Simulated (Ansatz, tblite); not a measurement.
**Si47H50 off sphere (Si47H50): which spin state is lowest**

Aim: set other spin states of Si47H50 off sphere (Si47H50) against its singlet, on many levels of theory.

Computed with Ansatz 0.2.0, Gaussian basis. Level: as each input shows.

The runs, in order: triplet, at the geometry of the singlet (GFN1-xTB, GFN2-xTB, PBE0-D4/def2-SVP, PBE-D4/def2-SVP); the singlet's energies come from earlier runs.

1 further run of the same task is left out (set aside as unsound or not needed).

### 1 The geometry

The geometry is that of the singlet, from an earlier relaxation (r2SCAN-D4/def2-SVP).

97 atoms, charge 0, spin multiplicity 1.

Bond lengths: Si1–Si24 2.358 Å, Si1–Si26 2.353 Å, Si1–H48 1.496 Å, Si1–H49 1.500 Å, Si2–Si25 2.353 Å, Si2–Si27 2.352 Å, Si2–H50 1.496 Å, Si2–H51 1.500 Å, Si3–Si26 2.356 Å, Si3–Si28 2.353 Å, Si3–Si29 2.358 Å, Si3–H52 1.502 Å, Si4–Si27 2.354 Å, Si4–Si28 2.352 Å, Si4–Si30 2.354 Å, Si4–H53 1.502 Å, Si5–Si24 2.354 Å, Si5–Si25 2.354 Å and more. Angles: Si24–Si1–Si26 113.7°, Si24–Si1–H48 109.3°, Si24–Si1–H49 108.7°, Si26–Si1–H48 110.3°, Si26–Si1–H49 107.1°, H48–Si1–H49 107.5°, Si25–Si2–Si27 110.0°, Si25–Si2–H50 111.4°, Si25–Si2–H51 108.7°, Si27–Si2–H50 111.7°, Si27–Si2–H51 107.2°, H50–Si2–H51 107.8°, Si26–Si3–Si28 110.0°, Si26–Si3–Si29 109.4°, Si26–Si3–H52 108.8°, Si28–Si3–Si29 110.1°, Si28–Si3–H52 109.9°, Si29–Si3–H52 108.8° and more.

### 2 Triplet at the fixed geometry, GFN1-xTB

Tight binding, by tblite at 300 K electronic temperature and without a spin-polarisation term:

```python
tblite.interface.Calculator('GFN1-xTB', numbers, positions, charge=0, uhf=2).singlepoint()
```

Energy -3085.6673 eV; 4.4 s.

### 3 Triplet at the fixed geometry, GFN2-xTB

Tight binding, by tblite at 300 K electronic temperature and without a spin-polarisation term:

```python
tblite.interface.Calculator('GFN2-xTB', numbers, positions, charge=0, uhf=2).singlepoint()
```

Energy -2881.2059 eV; 15 s.

### 4 Triplet at the fixed geometry, PBE0-D4/def2-SVP

Contents of in.yaml:

```yaml
crystal:
  periodic: [false, false, false]
  atoms:
    - {symbol: Si, position_ang: [-4.228004, -3.682768, 0.189486]}
    - {symbol: Si, position_ang: [-4.253478, -0.659520, -2.859016]}
    - {symbol: Si, position_ang: [-4.242992, -0.794956, 2.697411]}
    - {symbol: Si, position_ang: [-4.262657, 1.916600, -0.011752]}
    - {symbol: Si, position_ang: [-1.605287, -3.501097, -2.730474]}
    - {symbol: Si, position_ang: [-1.477492, -3.484745, 2.753390]}
    - {symbol: Si, position_ang: [1.172849, -3.511322, -0.008405]}
    - {symbol: Si, position_ang: [-1.551561, -0.819689, -5.495440]}
    - {symbol: Si, position_ang: [-1.538004, 1.921205, -2.756472]}
    - {symbol: Si, position_ang: [1.145457, -0.819778, -2.755352]}
    - {symbol: Si, position_ang: [-1.553475, -0.804527, -0.023150]}
    - {symbol: Si, position_ang: [-1.523149, 1.930143, 2.700372]}
    - {symbol: Si, position_ang: [1.193207, -0.750581, 2.707797]}
    - {symbol: Si, position_ang: [1.160644, 1.917908, -0.051577]}
    - {symbol: Si, position_ang: [-1.662083, -0.873232, 5.438260]}
    - {symbol: Si, position_ang: [1.372135, 2.131009, 5.356965]}
    - {symbol: Si, position_ang: [1.207699, 4.722062, -2.638268]}
    - {symbol: Si, position_ang: [-1.565182, 4.637323, -0.045004]}
    - {symbol: Si, position_ang: [1.180072, 4.685534, 2.599895]}
    - {symbol: Si, position_ang: [3.870417, -3.536125, -2.768449]}
    - {symbol: Si, position_ang: [3.939140, 1.920886, -2.680460]}
    - {symbol: Si, position_ang: [3.889118, -0.789347, -0.051965]}
    - {symbol: Si, position_ang: [3.939371, 1.970925, 2.600935]}
    - {symbol: Si, position_ang: [-3.088257, -4.858669, -1.506567]}
    - {symbol: Si, position_ang: [-2.926568, -2.136406, -4.121531]}
    - {symbol: Si, position_ang: [-2.865664, -2.172746, 1.372915]}
    - {symbol: Si, position_ang: [-2.899827, 0.572444, -1.381219]}
    - {symbol: Si, position_ang: [-5.616493, 0.528969, 1.320580]}
    - {symbol: Si, position_ang: [-2.895165, 0.580237, 4.057966]}
    - {symbol: Si, position_ang: [-2.897743, 3.276815, 1.340409]}
    - {symbol: Si, position_ang: [-0.205550, -2.175816, -1.374815]}
    - {symbol: Si, position_ang: [2.527993, -4.868508, -1.369456]}
    - {symbol: Si, position_ang: [2.491941, -2.187538, -4.113472]}
    - {symbol: Si, position_ang: [-0.033004, -4.852598, 1.500508]}
    - {symbol: Si, position_ang: [-0.149589, -2.088881, 4.105421]}
    - {symbol: Si, position_ang: [2.530002, -2.122659, 1.329290]}
    - {symbol: Si, position_ang: [-0.210579, 0.535428, -4.120544]}
    - {symbol: Si, position_ang: [-0.190776, 3.288902, -1.404000]}
    - {symbol: Si, position_ang: [2.509377, 0.549112, -1.411736]}
    - {symbol: Si, position_ang: [2.864937, 3.624207, -3.898654]}
    - {symbol: Si, position_ang: [-0.185875, 0.566069, 1.327820]}
    - {symbol: Si, position_ang: [-0.138838, 3.323579, 4.002425]}
    - {symbol: Si, position_ang: [2.587625, 0.641686, 3.999613]}
    - {symbol: Si, position_ang: [2.537529, 3.303314, 1.260151]}
    - {symbol: Si, position_ang: [-0.226531, 6.038079, 1.288030]}
    - {symbol: Si, position_ang: [5.222069, -2.172550, -1.409938]}
    - {symbol: Si, position_ang: [5.278088, 0.563138, 1.279264]}
    - {symbol: H, position_ang: [-5.399548, -2.967475, -0.406000]}
    - {symbol: H, position_ang: [-4.760532, -4.670988, 1.184209]}
    - {symbol: H, position_ang: [-5.341432, -1.387886, -2.135084]}
    - {symbol: H, position_ang: [-4.900389, 0.322108, -3.790911]}
    - {symbol: H, position_ang: [-5.091608, -1.665299, 3.580484]}
    - {symbol: H, position_ang: [-5.115294, 2.787842, -0.889682]}
    - {symbol: H, position_ang: [-0.755089, -4.378454, -3.604308]}
    - {symbol: H, position_ang: [-2.364095, -4.321005, 3.632376]}
    - {symbol: H, position_ang: [-2.390060, 0.044683, -6.388005]}
    - {symbol: H, position_ang: [-0.681717, -1.684284, -6.356203]}
    - {symbol: H, position_ang: [-2.433987, 2.775986, -3.607592]}
    - {symbol: H, position_ang: [-2.619407, -1.858944, 6.040733]}
    - {symbol: H, position_ang: [-0.987672, -0.148074, 6.558184]}
    - {symbol: H, position_ang: [0.690052, 1.432208, 6.489049]}
    - {symbol: H, position_ang: [2.339193, 3.118128, 5.940908]}
    - {symbol: H, position_ang: [0.373531, 5.585734, -3.535894]}
    - {symbol: H, position_ang: [1.902882, 5.621490, -1.660690]}
    - {symbol: H, position_ang: [-2.455338, 5.457958, -0.934405]}
    - {symbol: H, position_ang: [2.058562, 5.541141, 3.467871]}
    - {symbol: H, position_ang: [4.732560, -4.411195, -3.632927]}
    - {symbol: H, position_ang: [4.764690, 1.076972, -3.604312]}
    - {symbol: H, position_ang: [4.875291, 2.581623, -1.712806]}
    - {symbol: H, position_ang: [4.789995, 2.859238, 3.463883]}
    - {symbol: H, position_ang: [-4.100736, -5.409557, -2.466531]}
    - {symbol: H, position_ang: [-2.359708, -6.017047, -0.903026]}
    - {symbol: H, position_ang: [-3.806956, -3.020770, -4.957588]}
    - {symbol: H, position_ang: [-6.480715, -0.335798, 0.453926]}
    - {symbol: H, position_ang: [-6.510149, 1.371955, 2.180027]}
    - {symbol: H, position_ang: [-3.772876, 1.470988, 4.890391]}
    - {symbol: H, position_ang: [-3.751284, 4.139120, 2.227107]}
    - {symbol: H, position_ang: [1.657550, -5.773355, -2.188518]}
    - {symbol: H, position_ang: [3.397831, -5.722726, -0.496796]}
    - {symbol: H, position_ang: [1.618736, -3.049262, -4.974410]}
    - {symbol: H, position_ang: [3.323629, -1.323723, -5.013045]}
    - {symbol: H, position_ang: [-0.762526, -5.956781, 0.803131]}
    - {symbol: H, position_ang: [0.962784, -5.475858, 2.433303]}
    - {symbol: H, position_ang: [0.742787, -2.935677, 4.967232]}
    - {symbol: H, position_ang: [3.398772, -2.993154, 2.193337]}
    - {symbol: H, position_ang: [0.682573, 1.377494, -4.983304]}
    - {symbol: H, position_ang: [2.270309, 3.066550, -5.152092]}
    - {symbol: H, position_ang: [3.899257, 4.634705, -4.298568]}
    - {symbol: H, position_ang: [-1.012008, 4.203737, 4.850402]}
    - {symbol: H, position_ang: [3.468755, -0.230405, 4.847705]}
    - {symbol: H, position_ang: [3.371819, 4.151424, 0.343186]}
    - {symbol: H, position_ang: [-1.101470, 6.855298, 2.190761]}
    - {symbol: H, position_ang: [0.575121, 6.975800, 0.438629]}
    - {symbol: H, position_ang: [6.083794, -3.030353, -0.532662]}
    - {symbol: H, position_ang: [6.120939, -1.322851, -2.256432]}
    - {symbol: H, position_ang: [6.098577, -0.323292, 2.168060]}
    - {symbol: H, position_ang: [6.214057, 1.354512, 0.418412]}
basis:
  gaussian: {orbitals: def2-SVP, fitting: {mean_field: def2-universal-jkfit}}
magnetization: {spin_polarized: true, initial_magnetization: 2}
hamiltonian: {xc: pbe0, dispersion: d4}
scf: {omitted_lower_state_checks: [starts]}
output: {orbitals: {seedname: orbitals}}
```

The run is started by

```bash
> ansatz run in.yaml --threads 11 --pin off --events-out ev --progress --plain --max-ram 166912MiB --backend cuda --devices 0, --max-vram 75GiB
```

The program printed:

```text
Functional definition: PBE0
  name "PBE0"
  cite "Adamo & Barone, J. Chem. Phys. 110, 6158 (1999) doi:10.1063/1.478522"
  cite "Perdew, Burke & Ernzerhof, Phys. Rev. Lett. 77, 3865 (1996) doi:10.1103/PhysRevLett.77.3865"
  parent pbe
  parameter a = 0.25
  parameter kappa = 0.804
  parameter beta = 0.06672455060314922
  exchange = (1 - a)*pbe_x(kappa = kappa, mu = beta*pi^2/3) + a*exact_x
  correlation = pbe_c(beta = beta)
these checks for a lower state are left out or cut short: starts
6916 factors; integrals over basis functions are off by at most 3.1e-1 eV
mean field evaluation 1: about -370807.4424 eV, gradient 1.9e1 eV
mean field evaluation 2: about -370806.4727 eV, gradient 2.5e1 eV
mean field evaluation 4: about -370810.3343 eV, gradient 3.7e0 eV
mean field evaluation 8: about -370810.4483 eV, gradient 1.2e0 eV
mean field evaluation 16: about -370810.4631 eV, gradient 4.2e-2 eV
mean field evaluation 32: about -370810.4642 eV, gradient 1.1e-5 eV
mean field -370810.46423105 eV, -13627.0332161309 hartree, gradient 9.3e-6 eV, S^2 2.003247; 0 other end points of the search recorded, 0 dependent functions left out
reference -370810.46432393 eV, -13627.0332195443 hartree; 355, 353 occupied and 741, 743 virtual orbitals, 6916 factors
Total energy: -370819.42206901 eV, -13627.3624106041 hartree
Checks for a lower state left out: starts
```

It took 71 s on 1 × H100 with 11 threads of AMD EPYC 7R13, shared host; peak host memory 2.3 GiB.

From the report: HOMO -2.85 eV, LUMO -5.87 eV (over both spins; with the spin held, an empty level of the minority spin lies below the top filled one); ⟨S²⟩ 2.003 (pure: 2.00).

### 5 Triplet at the fixed geometry, PBE-D4/def2-SVP

start.molden holds the orbitals of an earlier run on this state, given as this run's starting guess.

Changes to in.yaml since step 4:

```diff
@@ -101,5 +101,5 @@
 basis:
-  gaussian: {orbitals: def2-SVP, fitting: {mean_field: def2-universal-jkfit}}
+  gaussian: {orbitals: def2-SVP, fitting: {mean_field: def2-universal-jkfit}, initial_orbitals: start.molden}
 magnetization: {spin_polarized: true, initial_magnetization: 2}
-hamiltonian: {xc: pbe0, dispersion: d4}
+hamiltonian: {xc: pbe, dispersion: d4}
 scf: {omitted_lower_state_checks: [starts]}
```

Same command.

The program printed:

```text
Functional definition: PBE
  name "PBE"
  cite "Perdew, Burke & Ernzerhof, Phys. Rev. Lett. 77, 3865 (1996) doi:10.1103/PhysRevLett.77.3865"
  parent pbe
  parameter kappa = 0.804
  parameter beta = 0.06672455060314922
  exchange = pbe_x(kappa = kappa, mu = beta*pi^2/3)
  correlation = pbe_c(beta = beta)
these checks for a lower state are left out or cut short: starts
6916 factors; integrals over basis functions are off by at most 3.1e-1 eV
mean field evaluation 1: about -370771.9261 eV, gradient 1.5e1 eV
mean field evaluation 2: about -370772.8345 eV, gradient 9.4e-1 eV
mean field evaluation 4: about -370772.8701 eV, gradient 7.4e-2 eV
mean field evaluation 8: about -370772.8708 eV, gradient 3.1e-3 eV
mean field evaluation 16: about -370772.8708 eV, gradient 2.2e-5 eV
mean field -370772.87084768 eV, -13625.6516847741 hartree, gradient 2.9e-6 eV, S^2 2.001144; 0 other end points of the search recorded, 0 dependent functions left out
reference -370772.87097124 eV, -13625.6516893145 hartree; 355, 353 occupied and 741, 743 virtual orbitals, 6916 factors
Total energy: -370782.54985352 eV, -13626.0073816780 hartree
Checks for a lower state left out: starts
```

It took 23 s on 1 × H100 with 11 threads of AMD EPYC 7R13, shared host; peak host memory 2.2 GiB.

HOMO -2.63 eV, LUMO -5.79 eV (over both spins; with the spin held, an empty level of the minority spin lies below the top filled one); ⟨S²⟩ 2.001 (pure: 2.00).

### 6 Triplet less singlet, vertical

The singlet's energies are those of its earlier runs, whose logs aren't repeated here.

| level | triplet less singlet, vertical (kcal/mol) | time |
| --- | --- | --- |
| GFN1-xTB | +52.6 | 7.6 s |
| GFN2-xTB | +56.0 | 26 s |
| PBE-D4/def2-SVP | +74.0 | 30 s |
| PBE0-D4/def2-SVP | +90.0 | 90 s |

Times add the two runs; a level without a time comes out of a correlated run. Tight binding without a spin term can't rank spin states.

### 7 Summary of results

```
                                               quantity                                       value
triplet less singlet, vertical, functionals in def2-SVP  +74.0 (PBE-D4) to +90.0 kcal/mol (PBE0-D4)
```

All functionals put the triplet above the singlet, over a spread of 16.0 kcal/mol. The checks for a lower triplet were left out, so another state of that spin may lie lower. These are electronic energies, without zero-point motion, entropy or surroundings.
